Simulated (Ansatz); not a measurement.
A run of Ansatz 0.2.0:

File input.yaml:

```yaml
crystal:
  lattice:
    - [2.556191014, 0.0, 0.0]
    - [0.0, 2.556191014, 0.0]
    - [0.0, 0.0, 25.845]
  atoms:
    - { symbol: Cu, position: [0.5, 0.5, 0.2901915264] }
    - { symbol: Cu, position: [0.0, 0.0, 0.3601276843] }
    - { symbol: Cu, position: [0.5, 0.5, 0.4300638421] }
    - { symbol: Cu, position: [0.0, 0.0, 0.5] }
    - { symbol: Cu, position: [0.5, 0.5, 0.5699361579] }
    - { symbol: Cu, position: [0.0, 0.0, 0.6398723157] }
    - { symbol: Cu, position: [0.5, 0.5, 0.7098084736] }
hamiltonian:
  xc: lda
  pseudopotentials: { kind: paw }
kpoints:
  mp_grid: { grid: [10, 10, 1] }
scf:
  occupations: { method: fermi_dirac, width: 0.05 }
output:
  forces: true
  eigenvalues: true
relax:
  f_tol: 0.02
  max_steps: 40
  constraints: [{ sites: [0, 1, 2] }]
efield:
  axis: 3
  dipole_correction: true
  ramp_width: 0.04
```

Potentials or basis: Ansatz PAW.

Run with:

```bash
$ ansatz run input.yaml --threads 4 --pin off --max-ram 11264MiB --backend cpu --events-out ev --progress --plain --runs-dir out
```

Hardware: 4 threads of Arm Neoverse V2, with other jobs on the host.

How long does it take, and how much memory?

Run time: 52 s on 4 threads of Arm Neoverse V2, with other jobs on the host, peak memory 0.66 GiB. Counts: scf iterations 48, plane waves 3339, k points 21, bands 80, ion steps 6.
